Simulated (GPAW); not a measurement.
# ScAlN2 (I4_1/amd) in GPAW: settings compared, part 2 of 2

GPAW 26.7.0. Earlier steps stand in the parts before.

### 3 Band structure, PBE

run.py reads:

```python
from ase import Atoms
from ase.dft.bandgap import bandgap
from ase.io import write
from ase.units import GPa
from gpaw import GPAW, PW

atoms = Atoms(['Sc', 'Sc', 'Al', 'Al', 'N', 'N', 'N', 'N'],
              cell=[[-2.199484, 2.199484, 4.1986215],
                    [2.199484, -2.199484, 4.1986215],
                    [2.199484, 2.199484, -4.1986215]],
              scaled_positions=[[0.0, 0.0, 0.0],
                                [0.75, 0.25, 0.5],
                                [0.5, 0.5, 0.0],
                                [0.25, 0.75, 0.5],
                                [0.737514, 0.737514, 0.0],
                                [0.012486, 0.512486, 0.5],
                                [0.262486, 0.262486, 0.0],
                                [0.487514, 0.987514, 0.5]],
              pbc=True)

calc = GPAW(mode=PW(800),
            xc='PBE',
            kpts={'size': (6, 6, 6), 'gamma': True},
            occupations={'name': 'fermi-dirac', 'width': 0.05},
            nbands=45,
            convergence={'density': 1e-05, 'energy': 1e-05},
            maxiter=150,
            txt='gpaw.txt')
atoms.calc = calc
energy = atoms.get_potential_energy()
forces = atoms.get_forces()
stress = atoms.get_stress()
calc.write('gs.gpw')
write('result.traj', atoms)
print(f'Energy: {energy:.6f} eV')
print('Forces (eV/A):')
print(forces.round(4))
print('Stress (GPa):', (stress / GPa).round(3))
print('Fermi level:', round(calc.get_fermi_level(), 4), 'eV')
print(f'Gap: {bandgap(calc)[0]:.4f} eV, direct: {bandgap(calc, direct=True)[0]:.4f} eV')

path = atoms.cell.bandpath('GXYSGZS1NPY1Z,XP', npoints=60, eps=1e-4)
bs_calc = calc.fixed_density(kpts=path, symmetry='off', nbands=66,
                             convergence={'bands': 'CBM+6.0', 'eigenstates': 1e-6}, txt='bands.txt')
bs = bs_calc.band_structure()
bs.write('bs.json')
print(f'Gap on the path: {bandgap(bs_calc)[0]:.4f} eV')
```

Potentials or basis: GPAW PAW data sets (gpaw-data 1.2.1), pw.

Launch:

```bash
> OMP_NUM_THREADS=1 python run.py
```

gpaw.txt:

```text
__  _  _
 | _ |_)|_||  |
 |__||  | ||/\| - 26.7.0

Input parameters:
  mode=PW(ecut=800.0),
  convergence={'density': 1e-05, 'energy': 1e-05},
  kpts=MonkhorstPack(size=(6, 6, 6), gamma=True),
  maxiter=150,
  nbands=45,
  occupations=Occupations(name='fermi-dirac', width=0.05),
  xc=XC(name='PBE')

Diagonalizing LCAO Hamiltonian
Converting LCAO to pw mode

       N

       Al   N
         Sc
       N    Al

       Sc   N

Atoms  # Å, Bohr magnetons
|   | symbol |         x |         y |        z |    initial magnetic moments |
|---|--------|-----------|-----------|----------|-----------------------------|
| 0 |     Sc |  0.000000 |  0.000000 | 0.000000 | ( 0.0000,  0.0000,  0.0000) |
| 1 |     Sc |  0.000000 |  2.199484 | 2.099311 | ( 0.0000,  0.0000,  0.0000) |
| 2 |     Al |  0.000000 |  0.000000 | 4.198621 | ( 0.0000,  0.0000,  0.0000) |
| 3 |     Al |  2.199484 |  0.000000 | 2.099311 | ( 0.0000,  0.0000,  0.0000) |
| 4 |      N |  0.000000 | -0.000000 | 6.193084 | ( 0.0000,  0.0000,  0.0000) |
| 5 |      N |  2.199484 |  0.000000 | 0.104848 | ( 0.0000,  0.0000,  0.0000) |
| 6 |      N | -0.000000 |  0.000000 | 2.204159 | ( 0.0000,  0.0000,  0.0000) |
| 7 |      N |  2.199484 |  0.000000 | 4.093774 | ( 0.0000,  0.0000,  0.0000) |

Unit cell  # Å
| periodic |         x |         y |         z |  lengths |     angles |
|----------|-----------|-----------|-----------|----------|------------|
|      yes | -2.199484 |  2.199484 |  4.198621 | 5.225312 | 130.213523 |
|      yes |  2.199484 | -2.199484 |  4.198621 | 5.225312 | 130.213523 |
|      yes |  2.199484 |  2.199484 | -4.198621 | 5.225312 |  73.065642 |

Number of symmetries: 8
Symmetry operations  # r_c * U_cc + t_c -> r_c
|   | kind |            matrix            |
|---|------|------------------------------|
| 0 |  σ   |  1, 1, 1,  0, 0,-1,  0,-1, 0 |
| 1 |  E   |  1, 0, 0,  0, 1, 0,  0, 0, 1 |
| 2 |  C2  |  0, 1, 0,  1, 0, 0, -1,-1,-1 |
| 3 |  S4  |  0, 0, 1, -1,-1,-1,  0, 1, 0 |
| 4 |  σ   |  0, 0,-1,  1, 1, 1, -1, 0, 0 |
| 5 |  C2  |  0,-1, 0, -1, 0, 0,  0, 0,-1 |
| 6 |  C2  | -1, 0, 0,  0,-1, 0,  1, 1, 1 |
| 7 |  S4  | -1,-1,-1,  0, 0, 1,  1, 0, 0 |

BZ-sampling:
  Number of BZ points: 216
  Number of IBZ points: 30

  Monkhorst-Pack size: [6, 6, 6]
  Monkhorst-Pack shift: [0.08333333333333333, 0.08333333333333333, 0.08333333333333333]

K-points  # in reciprocal-cell coordinates
|     |                                coordinates |     weight |
|-----|--------------------------------------------|------------|
|   0 | (  0.00000000,   0.00000000,   0.00000000) | 0.00462963 |
|   1 | (  0.16666667,  -0.16666667,   0.00000000) | 0.01851852 |
|   2 | (  0.16666667,  -0.16666667,   0.16666667) | 0.01851852 |
|   3 | (  0.16666667,   0.00000000,   0.00000000) | 0.03703704 |
|   4 | (  0.16666667,   0.16666667,  -0.16666667) | 0.00925926 |
|   5 | (  0.33333333,  -0.33333333,   0.00000000) | 0.01851852 |
|   6 | (  0.33333333,  -0.33333333,   0.16666667) | 0.03703704 |
|   7 | (  0.33333333,  -0.33333333,   0.33333333) | 0.01851852 |
|   8 | (  0.33333333,  -0.16666667,   0.00000000) | 0.07407407 |
|   9 | (  0.33333333,  -0.16666667,   0.16666667) | 0.03703704 |
| ... |                                            |            |
|  29 | (  0.50000000,   0.50000000,   0.50000000) | 0.00462963 |

Plane wave coefficients: 4214
Cutoff: 800.0 eV

Spin-components: 1 (collinear spins)
Bands:           45
Projectors:      42
Spin-degeneracy: 2
Datatype:        complex128

Parallelization:
  kpt:    1
  domain: 1
  band:   1

Density:
  Valence electrons: 48.0
  Components: 1
  Grid points: [35 35 35]
  Charge: 0.0  # |e|

Potential:
  Grid points: [35 35 35]

species:
  Sc:
    name:    Scandium
    Z:       21.0
    valence: 11
    core:    10
    charge:  0.0  # [|e|]
    compensation charges:
      type: gauss
      rc: 0.39  # [Å]
      lmax: 2
    cutoffs:
      filter: 2.14  # [Å]
      core: 1.08  # [Å]
    projectors
    | kind |    occ | energy [eV] | rcut [Å] |
    |------|--------|-------------|----------|
    |   3s |  2.000 |     -55.031 |    1.228 |
    |   4s |  2.000 |      -4.183 |    1.228 |
    |   3p |  6.000 |     -33.625 |    1.281 |
    |   4p |  0.000 |      -1.467 |    1.281 |
    |   3d |  1.000 |      -3.233 |    1.196 |
    |    d |        |      23.979 |    1.196 |

    Using partial waves for Sc as LCAO basis

  Al:
    name:    Aluminium
    Z:       13.0
    valence: 3
    core:    10
    charge:  0.0  # [|e|]
    compensation charges:
      type: gauss
      rc: 0.34  # [Å]
      lmax: 2
    cutoffs:
      filter: 1.91  # [Å]
      core: 2.36  # [Å]
    projectors
    | kind |    occ | energy [eV] | rcut [Å] |
    |------|--------|-------------|----------|
    |   3s |  2.000 |      -7.753 |    1.085 |
    |   3p |  1.000 |      -2.712 |    1.085 |
    |    s |        |      19.459 |    1.085 |
    |    p |        |      24.499 |    1.085 |
    |    d |        |       0.000 |    1.085 |

    Using partial waves for Al as LCAO basis

  N:
    name:    Nitrogen
    Z:       7.0
    valence: 5
    core:    2
    charge:  0.0  # [|e|]
    compensation charges:
      type: gauss
      rc: 0.18  # [Å]
      lmax: 2
    cutoffs:
      filter: 1.11  # [Å]
      core: 0.96  # [Å]
    projectors
    | kind |    occ | energy [eV] | rcut [Å] |
    |------|--------|-------------|----------|
    |   2s |  2.000 |     -18.583 |    0.603 |
    |   2p |  3.000 |      -7.089 |    0.529 |
    |    s |        |       8.629 |    0.603 |
    |    p |        |      20.123 |    0.529 |
    |    d |        |       0.000 |    0.577 |

    Using partial waves for N as LCAO basis

Reference energy: -60711.498787  # eV

eigensolver:
  PPCG
  Converge bands: occupied
  niter=2

density mixing:
  MSR1-Mixer
  Pratt-step length: 0.05
  Maximum mixing coefficient: 0.75
  Old densities: 10
  SVD Regularization: 0.005
  Good broyden scale: 1.0
  Trust region scale: 1.0
  Backstep threshold: 4.0
  History deletion threshold: 6.0
  Fourier metric: weight=20.0, sigma=0.015

occupation numbers:
  Fermi-Dirac:
    width: 0.0500  # eV

poisson solver:
  ecut: 6400.0  # eV

xc functional:
  name: PBE with 2 nearest neighbor stencil

convergence criteria:
- Maximum integral of absolute [dens]ity change: 1e-05 electrons / valence electron
- Maximum [total energy] change in last 3 cyles: 1e-05 eV / valence electron
- Maximum integral of absolute [eigenst]ate change: 4e-08 eV^2 / valence electron
maximum number of iterations: 150

SCF iterations
|iter     | |      energy | eigst |  dens |
|---------|-|-------------|-------|-------|
|iter:   1| |  -69.132797 | +0.49 |       |
|iter:   2| |  -67.070199 | -1.01 | -0.75 |
|iter:   3| |  -62.000134 | -0.37 | -0.81 |
|iter:   4| |  -61.965892 | -1.91 | -1.41 |
|iter:   5| |  -61.979617 | -2.56 | -1.65 |
|iter:   6| |  -61.984693 | -3.28 | -2.10 |
|iter:   7| |  -61.984819 | -4.55 | -2.99 |
|iter:   8| |  -61.984817c| -5.84 | -3.63 |
|iter:   9| |  -61.984817c| -6.79 | -4.23 |
|iter:  10| |  -61.984817c| -7.56c| -4.70 |
|iter:  11| |  -61.984817c| -8.71c| -5.10c|

Converged in 11 steps
Energy contributions relative to reference atoms: (reference = -60711.498787)

Energy contributions:
  Kinetic:          44.737972
  Coulomb:         -42.031194
  Zero:              0.571484
  External:          0.000000
  Xc:              -65.263078
  Entropy:          -0.000001
  Spinorbit:         0.000000
  ----------------------------
  Free energy:     -61.984818
  Extrapolated:    -61.984817

dipole moment: (-11.007536, -30.112479, 16.718558)  # |e|*Ang

Fermi level: 9.282
Eigenvalues  # (at kpt = [0.000, 0.000, 0.000])
| band index |      eig [eV] | occ [0-2] |
|------------|---------------|-----------|
|          0 |       -39.412 |     2.000 |
|        ... |               |           |
|         16 |         4.807 |     2.000 |
|         17 |         4.807 |     2.000 |
|         18 |         5.596 |     2.000 |
|         19 |         7.589 |     2.000 |
|         20 |         7.589 |     2.000 |
|         21 |         8.350 |     2.000 |
[... 8 lines left out ...]
|         30 |        13.515 |     0.000 |
|         31 |        13.602 |     0.000 |
|        ... |               |           |
|         44 |        23.059 |     0.000 |

Gap: 0.975 eV
Transition (v -> c):
  (s=0, k=0, n=23, [0.00, 0.00, 0.00]) -> (s=0, k=29, n=24, [0.50, 0.50, 0.50])
Direct/indirect transitions are different
Direct gap: 1.071 eV
Transition at: (s=0, k=0, n=23, [0.00, 0.00, 0.00])

Forces  # eV/Ang
|       x |       y |        z |
|---------|---------|----------|
| 0.00000 | 0.00000 | -0.00000 |  # Sc   0
| 0.00000 | 0.00000 |  0.00000 |  # Sc   1
| 0.00000 | 0.00000 |  0.00000 |  # Al   2
| 0.00000 | 0.00000 | -0.00000 |  # Al   3
| 0.00000 | 0.00000 |  0.10893 |  # N    4
| 0.00000 | 0.00000 | -0.10879 |  # N    5
| 0.00000 | 0.00000 | -0.10893 |  # N    6
| 0.00000 | 0.00000 |  0.10879 |  # N    7

Stress tensor  # eV/Ang^3
|        x |        y |        z |
|----------|----------|----------|
| 0.007447 | 0.000000 | 0.000000 |
| 0.000000 | 0.007447 | 0.000000 |
| 0.000000 | 0.000000 | 0.003921 |

# Writing to gs.gpw (mode='')
```

Run time: 13 min. Hardware: 1 thread of Arm Neoverse N1, shared host; peak memory 0.77 GiB.

What came out:

* Free energy: -61.9848 eV
* Pressure: -1.0 GPa
* Largest force: 0.109 eV/Å
* Band gap on the k mesh: 0.98 eV, indirect (least direct gap 1.07 eV)
* Band gap along the path: 0.98 eV, indirect (least direct gap 1.07 eV)

Forces in eV/Å, atoms in the order of the input:
```
Sc   0.000  0.000  0.000
Sc   0.000  0.000  0.000
Al   0.000  0.000  0.000
Al   0.000  0.000  0.000
N    0.000  0.000  0.109
N    0.000  0.000 -0.109
N    0.000  0.000 -0.109
N    0.000  0.000  0.109
```

Stress tensor (GPa, compression positive):
```
-1.19  0.00  0.00
 0.00 -1.19  0.00
 0.00  0.00 -0.63
```

Levels at the corners of the path, in eV from the valence-band top:
```csv
point,band 22,band 23,band 24,band 25,band 26,band 27
Γ,-0.45,0.00,0.00,1.07,2.85,2.85
X,-1.99,-1.32,-1.32,4.35,4.35,4.45
Y,-2.04,-1.47,-1.47,3.35,3.35,4.21
S,-1.66,-1.33,-0.93,1.48,3.09,3.78
Γ,-0.45,0.00,0.00,1.07,2.85,2.85
Z,-0.94,-0.86,-0.86,0.98,0.98,2.30
S1,-1.66,-1.33,-0.93,1.48,3.09,3.78
N,-1.33,-1.14,-1.00,2.33,3.88,3.98
P,-1.59,-1.31,-1.31,4.08,4.08,4.39
Y1,-2.04,-1.47,-1.47,3.35,3.35,4.21
Z,-0.94,-0.86,-0.86,0.98,0.98,2.30
X,-1.99,-1.32,-1.32,4.35,4.35,4.45
P,-1.59,-1.31,-1.31,4.08,4.08,4.39
```

Expect the measured gap to be larger: semilocal functionals such as PBE lack the derivative discontinuity.
